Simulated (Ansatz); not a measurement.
# BH6NSn: one species, many methods

How much do the methods differ for BH6NSn? The plan is to run it at one geometry with functionals of several rungs and with coupled cluster, and see how far each lands from CCSD(T) at the basis-set limit for the atomisation energy.

Method: functionals in def2-TZVPP, the program's frozen cores in correlated methods; program: Ansatz 0.2.0, Gaussian basis.

The runs, in order: LDA (SPW92), PBE-D4, revPBE-D4, BLYP-D4, r2SCAN-D4, B97M-V, PBE0-D4, B3LYP-D4, r2SCANh-D4, r2SCAN0-D4, HSE06-D4, BHLYP-D4, CAM-B3LYP-D4, LC-ωPBE, ωB97X-V, ωB97M-V, B2PLYP, PBE-QIDH; CCSD(T)/def2-SVP; CCSD(T)/def2-TZVPP; MP2/def2-QZVPP; extrapolation to the limit; RPA on PBE.

## Step 1: The geometry

The geometry comes from an earlier relaxation with PBE0-D4 in a triple-zeta def2 set; it is a stationary point, not always the lowest conformer. Sn takes the def2 core potential; no spin-orbit term is included.

9 atoms, charge 0, spin multiplicity 1.

Atoms are counted from 1 here; the program's logs count them from 0.

Bond lengths: N1–B2 1.383 Å, N1–H4 1.008 Å, N1–H5 1.007 Å, B2–Sn3 2.249 Å, B2–H6 1.197 Å, Sn3–H7 1.712 Å, Sn3–H8 1.712 Å, Sn3–H9 1.719 Å. Angles: B2–N1–H4 122.8°, B2–N1–H5 124.0°, H4–N1–H5 113.2°, N1–B2–Sn3 120.1°, N1–B2–H6 118.1°, Sn3–B2–H6 121.8°, B2–Sn3–H7 112.9°, B2–Sn3–H8 112.8°, B2–Sn3–H9 111.2°, H7–Sn3–H8 106.4°, H7–Sn3–H9 106.6°, H8–Sn3–H9 106.6°.

## Step 2: LDA

This LDA is Slater exchange with PW92 correlation.

in.yaml reads:

```yaml
crystal:
  periodic: [false, false, false]
  atoms:
    - {symbol: N, position_ang: [-0.620008, 1.189066, -1.100410]}
    - {symbol: B, position_ang: [0.313369, 0.194803, -0.868360]}
    - {symbol: Sn, position_ang: [0.324661, -0.905113, 1.093672]}
    - {symbol: H, position_ang: [-0.661808, 1.706994, -1.964178]}
    - {symbol: H, position_ang: [-1.320916, 1.469830, -0.434569]}
    - {symbol: H, position_ang: [1.100231, -0.054074, -1.735472]}
    - {symbol: H, position_ang: [1.805531, -0.745185, 1.936838]}
    - {symbol: H, position_ang: [0.051704, -2.585265, 0.913568]}
    - {symbol: H, position_ang: [-0.904264, -0.317557, 2.141911]}
basis:
  gaussian: {orbitals: def2-TZVPP}
hamiltonian: {xc: lda}
output: {orbitals: {seedname: orbitals}}
```

Launch:

```sh
ansatz run in.yaml --threads 2 --pin off --events-out ev --progress --plain --max-ram 4352MiB
```

After this run come: PBE-D4 (GGA); revPBE-D4 (GGA); BLYP-D4 (GGA); r2SCAN-D4 (meta-GGA); B97M-V (meta-GGA); B3LYP-D4 (hybrid); r2SCANh-D4 (hybrid); r2SCAN0-D4 (hybrid); HSE06-D4 (hybrid); BHLYP-D4 (hybrid); CAM-B3LYP-D4 (range-separated); LC-ωPBE (range-separated); ωB97X-V (range-separated); ωB97M-V (range-separated); B2PLYP (double hybrid); PBE-QIDH (double hybrid); CCSD(T) in def2-SVP; CCSD(T) in def2-TZVPP; MP2 in def2-QZVPP; RPA on PBE orbitals.

**Question.** What will the summary of the whole plan be? Wanted: atomisation energy, CCSD(T)/CBS; farthest beyond LDA; mean size of error, GGA; mean size of error, meta-GGA; mean size of error, hybrid; mean size of error, range-separated; mean size of error, double hybrid; gap, smallest and largest; T1 diagnostic.

**Answer**, as computed:

| quantity | value |
| --- | --- |
| atomisation energy, CCSD(T)/CBS | 2720.6 kJ/mol |
| functionals within 27.2 kJ/mol (1.0 %) | PBE-D4, BLYP-D4, r2SCAN-D4, PBE0-D4, B3LYP-D4, r2SCANh-D4, HSE06-D4, CAM-B3LYP-D4, LC-ωPBE, ωB97X-V, ωB97M-V |
| farthest beyond LDA | BHLYP-D4 (-51.6 kJ/mol) |
| mean size of error, GGA | 24.0 kJ/mol |
| mean size of error, meta-GGA | 19.9 kJ/mol |
| mean size of error, hybrid | 26.8 kJ/mol |
| mean size of error, range-separated | 16.6 kJ/mol |
| mean size of error, double hybrid | 38.5 kJ/mol |
| gap, smallest and largest | 4.73 eV (LDA (SPW92)), 11.68 eV (LC-ωPBE) |
| T1 diagnostic | 0.0138 |
| triples share of the correlation energy | 3.2 % |

In words: LDA overbinds by 360.7 kJ/mol (13 %). PBE-D4 misses by +13.7 kJ/mol. Double hybrids carry the basis error of their MP2 part in triple zeta, and no dispersion term here, so their miss is partly the set-up's. The rungs range-separated, meta-GGA, GGA, hybrid miss on average by less than the doubt on the reference (27.2 kJ/mol), so they tie. The reference freezes the cores and leaves out spin-orbit coupling and excitations past (T), and its outer-core shells are covered unevenly, so misses under about 27.2 kJ/mol can't be ranked. All levels share the lack of spin-orbit coupling, which lowers the free heavy atoms and so the true binding. Hartree-Fock recovers 72 % of the binding; the rest is correlation. CCSD(T) in def2-SVP is off by -173.7 kJ/mol, so the small basis spoils what the method gains. Orbital gaps span 4.7 to 11.7 eV; exact exchange widens them. Correlated methods include outer-core shells of Sn, which these sets cover unevenly.
